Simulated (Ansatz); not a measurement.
# F3H3NOTa: the cost of one run

Method: RHF/def2-SVP, in Ansatz 0.2.0.

## (1) The starting structure

Bond lengths: Ta1–O2 2.020 Å, O2–H3 1.010 Å, Ta1–F4 1.930 Å, Ta1–F5 1.930 Å, Ta1–F6 1.930 Å, Ta1–N7 2.160 Å, N7–H8 1.060 Å, N7–H9 1.060 Å. Angles: Ta1–O2–H3 109.5°, O2–Ta1–F4 90.0°, O2–Ta1–F5 90.0°, O2–Ta1–F6 120.0°, O2–Ta1–N7 120.0°, F4–Ta1–F5 180.0°, F4–Ta1–F6 90.0°, F4–Ta1–N7 90.0°, F5–Ta1–F6 90.0°, F5–Ta1–N7 90.0°, F6–Ta1–N7 120.0°, Ta1–N7–H8 120.0°, Ta1–N7–H9 120.0°, H8–N7–H9 120.0°.

Coordinates:

```xyz
9

Ta    0.0000    0.0000    0.0000
O     2.0200    0.0000    0.0000
H     2.3571   -0.5308    0.7903
F     0.0000    0.0000    1.9300
F     0.0000    0.0000   -1.9300
F    -0.9650    1.6714    0.0000
N    -1.0800   -1.8706    0.0000
H    -1.8056   -2.0636    0.7482
H    -0.8844   -2.5955   -0.7482
```

## (2) Preparing the start

input.yaml

```yaml
crystal:
  periodic: [false, false, false]
  atoms:
    - { symbol: Ta, position_ang: [0.0, 0.0, 0.0] }
    - { symbol: O, position_ang: [2.02, 0.0, 0.0] }
    - { symbol: H, position_ang: [2.3571, -0.5308, 0.7903] }
    - { symbol: F, position_ang: [0.0, 0.0, 1.93] }
    - { symbol: F, position_ang: [0.0, 0.0, -1.93] }
    - { symbol: F, position_ang: [-0.965, 1.6714, 0.0] }
    - { symbol: "N", position_ang: [-1.08, -1.8706, 0.0] }
    - { symbol: H, position_ang: [-1.8056, -2.0636, 0.7482] }
    - { symbol: H, position_ang: [-0.8844, -2.5955, -0.7482] }
basis:
  gaussian: { orbitals: def2-SVP }
hamiltonian:
  xc: hf
relax:
  f_tol: 0.02
  max_steps: 40
```

On the command line:

```bash
$ ansatz run input.yaml --threads 2 --pin off --max-ram 3072MiB --backend cpu --events-out ev --progress --plain --runs-dir out
```

**Question.** How long does this run take on 2 threads of Intel Xeon Platinum 8259CL at 2.50GHz (Skylake/Cascade Lake), shared host, and how much memory does it need?

About 46 s, with a peak of 0.28 GiB.
